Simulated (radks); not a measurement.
# Cu³⁺ in [Ar] 3d7 4f1: an all-electron calculation

Aim: the levels, the sizes of the orbitals and the parts of the energy of the copper ion Cu3+.

Program: radks (a radial shooting solver on a logarithmic mesh, Libxc functionals) version 1. Level of theory: scalar-relativistic Kohn-Sham, PBEsol, spin-polarised, spherical densities, finite nucleus; open shells are filled with parallel spins first. These are calculated values, not measurements, unless marked.

### Step 1. The system

* element: copper (Z = 29)
* charge: +3
* electrons: 26
* configuration: [Ar] 3d7 4f1
* nuclear rms radius: 3.8823 fm

The outer shells:

Cu³⁺
```
[Ar] core
3d [↑↓][↑↓][↑ ][↑ ][↑ ]
4f [↑ ][  ][  ][  ][  ][  ][  ]
```

### Step 2. The calculation

Input:

```text
Z 29
configuration [Ar] 3d7 4f1 4s0 4p0
relativity scalar-relativistic
functional pbe_sol,pbe_sol
spin polarised
nucleus finite rms 3.8823 fm
c 137.035999084
```

Launch:

```sh
$ python run_ks.py task.json out
```

The same process makes all the runs of this session.

What does the calculation give?

The runs gave:

| quantity | value |
| --- | --- |
| total energy | -1649.39643 hartree |
| exchange-correlation share of it | 3.90 % |
| −T/E | 1.0149 |
| highest occupied level | 4f up, -11.972 eV |
| most extended occupied level | 4f up, <r> = 4.31 bohr |
| radius at density 0.001 e/bohr³ | 4.55 bohr |
| maxima of the radial density | 4 |

The radial density shows 4 maxima for 4 occupied principal shells. −T/E is 1.015: with relativity the kinetic term as defined here no longer equals −E. This is not the tabulated ground configuration, so its levels and sizes aren't those of the ground state, and no measured value stands beside it.
